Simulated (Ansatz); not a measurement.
CsMgF₃, space group Pm-3m, a band structure

Computed with Ansatz 0.2.0, Python API.

At the Python prompt:
```pycon
>>> import warnings
>>> import ansatz as az
>>> from ase import Atoms
>>> from ase.io import write
>>> import matplotlib.pyplot as plt
>>> import numpy as np
>>> from pymatgen.core import Lattice, Structure
>>> from pymatgen.core import Structure
>>> from pymatgen.io.ase import AseAtomsAdaptor
>>> from scipy.ndimage import map_coordinates
>>> config = {
...     'functional': 'LDA',
...     'kgrid': (4, 4, 4),
...     'filling': 'Fixed',
...     'extra_bands': 10,
... }
>>> warnings.simplefilter('ignore', az.DeckWarning)
>>> pmg_structure = Structure(
...     Lattice([[4.25231, 0.0, 0.0], [0.0, 4.25231, 0.0], [0.0, 0.0, 4.25231]]),
...     ['Cs', 'Mg', 'F', 'F', 'F'],
...     [
...         [0.0, 0.0, 0.0],
...         [0.5, 0.5, 0.5],
...         [0.0, 0.5, 0.5],
...         [0.5, 0.0, 0.5],
...         [0.5, 0.5, 0.0],
...     ],
... )
>>> xtal = az.Crystal.from_ase(AseAtomsAdaptor.get_atoms(pmg_structure))
>>> [site.symbol for site in xtal.resolved().sites]
['Cs', 'Mg', 'F', 'F', 'F']
>>> # high-symmetry points in fractions of the reciprocal vectors
>>> path = [
...     ('G', (0.0, 0.0, 0.0)),
...     ('X', (0.0, 0.5, 0.0)),
...     ('M', (0.5, 0.5, 0.0)),
...     ('G', (0.0, 0.0, 0.0)),
...     ('R', (0.5, 0.5, 0.5)),
... ]
>>> base = (
...     xtal.calculation()
...     .functional(config['functional'])
...     .basis(31 * az.Ry)
...     .kpoints(*config['kgrid'])
...     .occupations(config['filling'])
...     .band_structure([point for _, point in path], intervals=10)
...     .scf(extra_bands=config['extra_bands'])
...     .density()
... )
>>> history = []
>>> done = base.session().plan().execute(on_event=lambda event: history.append(event['data']['dr2_ev']) if event['event'] == 'scf_iter' else None)
>>> rep = done.report
>>> rep['mixing_algorithm'], rep['preconditioner'], rep['eigensolver']
('MSR1', 'Resta', 'band_cg')
>>> rep['published_state_doubts']
[]
>>> print('density residual by iteration (eV):', ' '.join(f'{value:.1e}' for value in history[:40]))
density residual by iteration (eV): 1.8e-01 6.9e-03 1.4e-03 8.0e-05 1.4e-06 4.0e-08
>>> print(f'free energy      {rep["free_energy_ev"]:.5f} eV')
free energy      -9795.64296 eV
>>> print(f'per atom         {rep["free_energy_ev"] / len(done.lattice.sites):.5f} eV')
per atom         -1959.12859 eV
>>> print(f'SCF iterations   {rep["n_iterations"]}  (converged: {rep["converged"]})')
SCF iterations   6  (converged: True)
>>> final = Structure(done.lattice.cell_ang, [s.symbol for s in done.lattice.sites], [s.position_frac for s in done.lattice.sites])
>>> # smooth valence density along the shortest bond of atom 0
>>> rho = done.density()
>>> total = sum(channel.density_e_per_ang3 for channel in rho.channels[:2])
>>> grid_cell = np.asarray(rho.fft_grid_basis) @ done.lattice.cell_ang
>>> partner = min(final.get_neighbors(final[0], 5.0), key=lambda n: n.nn_distance)
>>> line = np.linspace(final[0].coords, partner.coords, 11)
>>> points = (line @ np.linalg.inv(grid_cell)) * rho.dims
>>> values = map_coordinates(total, points.T, order=3, mode='grid-wrap')
>>> print(f'from {final[0].specie} to {partner.specie}, {partner.nn_distance:.3f} A')
from Cs to F, 3.007 A
>>> for t, value in zip(np.linspace(0, partner.nn_distance, 11), values):
...     print(f'{t:7.3f} A  {value:9.4f} e/A^3')
...
  0.000 A    -0.0694 e/A^3
  0.301 A     0.3759 e/A^3
  0.601 A     1.1061 e/A^3
  0.902 A     0.9288 e/A^3
  1.203 A     0.3801 e/A^3
  1.503 A     0.1378 e/A^3
  1.804 A     0.1263 e/A^3
  2.105 A     0.4017 e/A^3
  2.405 A     2.0041 e/A^3
  2.706 A     8.8644 e/A^3
  3.007 A    13.9910 e/A^3
>>> image = Atoms([s.symbol for s in done.lattice.sites], positions=[s.position_ang for s in done.lattice.sites], cell=done.lattice.cell_ang, pbc=True)
>>> write('final.extxyz', image)
>>> bands = done.band_structure()
>>> fermi = bands.fermi_energy_ev
>>> print(f'zero of the bands: {fermi:.3f} eV, the Fermi level found on the SCF mesh')
zero of the bands: 2.986 eV, the Fermi level found on the SCF mesh
>>> reciprocal = 2 * np.pi * np.linalg.inv(done.lattice.cell_ang).T
>>> steps = np.linalg.norm(np.diff(bands.kpoints_frac @ reciprocal, axis=0), axis=1)
>>> distance = np.concatenate([[0], np.cumsum(steps)])
>>> fig, ax = plt.subplots(figsize=(5, 4))
>>> for channel, colour in zip(bands.channels, ('C0', 'C3')):
...     ax.plot(distance, channel.eigenvalues_ev - fermi, colour, lw=1)
...
[<matplotlib.lines.Line2D object at 0x...>, <matplotlib.lines.Line2D object at 0x...>, <matplotlib.lines.Line2D object at 0x...>, <matplotlib.lines.Line2D object at 0x...>, <matplotlib.lines.Line2D object at 0x...>, <matplotlib.lines.Line2D object at 0x...>, <matplotlib.lines.Line2D object at 0x...>, <matplotlib.lines.Line2D object at 0x...>, <matplotlib.lines.Line2D object at 0x...>, <matplotlib.lines.Line2D object at 0x...>, <matplotlib.lines.Line2D object at 0x...>, <matplotlib.lines.Line2D object at 0x...>, <matplotlib.lines.Line2D object at 0x...>, <matplotlib.lines.Line2D object at 0x...>, <matplotlib.lines.Line2D object at 0x...>, <matplotlib.lines.Line2D object at 0x...>, <matplotlib.lines.Line2D object at 0x...>, <matplotlib.lines.Line2D object at 0x...>, <matplotlib.lines.Line2D object at 0x...>, <matplotlib.lines.Line2D object at 0x...>, <matplotlib.lines.Line2D object at 0x...>, <matplotlib.lines.Line2D object at 0x...>, <matplotlib.lines.Line2D object at 0x...>, <matplotlib.lines.Line2D object at 0x...>, <matplotlib.lines.Line2D object at 0x...>, <matplotlib.lines.Line2D object at 0x...>, <matplotlib.lines.Line2D object at 0x...>, <matplotlib.lines.Line2D object at 0x...>, <matplotlib.lines.Line2D object at 0x...>, <matplotlib.lines.Line2D object at 0x...>]
>>> ax.set_xticks(distance[::10], [label for label, _ in path])
[<matplotlib.axis.XTick object at 0x...>, <matplotlib.axis.XTick object at 0x...>, <matplotlib.axis.XTick object at 0x...>, <matplotlib.axis.XTick object at 0x...>, <matplotlib.axis.XTick object at 0x...>]
>>> ax.set(ylim=(-4, 4), ylabel='E - E_F (eV)', xlim=(0, distance[-1]))
[(-4.0, 4.0), Text(0, 0.5, 'E - E_F (eV)'), (0.0, 3.802043204291455)]
>>> ax.grid(axis='x')
>>> fig.savefig('bands.png', dpi=100)
>>> first = bands.channels[0].eigenvalues_ev - fermi
>>> near = np.argsort(np.abs(first.mean(axis=0)))[:4]
>>> for band in sorted(near):
...     print(f'band {band + 1}: {first[:, band].min():.3f} to {first[:, band].max():.3f} eV')
...
band 17: -1.056 to -0.199 eV
band 18: -0.747 to 0.000 eV
band 19: -0.547 to 0.000 eV
band 20: -0.428 to 0.000 eV
```

`final.extxyz`, as written:
```text
5
Lattice="4.25231 0.0 0.0 0.0 4.25231 0.0 0.0 0.0 4.25231" Properties=species:S:1:pos:R:3 pbc="T T T"
Cs       0.00000000       0.00000000       0.00000000
Mg       2.12615500       2.12615500       2.12615500
F        0.00000000       2.12615500       2.12615500
F        2.12615500       0.00000000       2.12615500
F        2.12615500       2.12615500       0.00000000
```

Total energies depend on the potentials; only differences at equal settings carry meaning. The Fermi level of a run with fixed occupations marks the highest occupied state on its mesh, not mid-gap. Grid values close to the nuclei reflect the PAW or pseudopotential construction, not the all-electron fields. The structure comes from a database of computed cells and needn't be a stable or known phase. Gaps and levels are Kohn-Sham values on a finite set of k-points, without spin-orbit coupling. It ran for 4.9 s on 1 thread of Arm Neoverse V1, with other jobs on the host, peak memory 0.45 GiB.
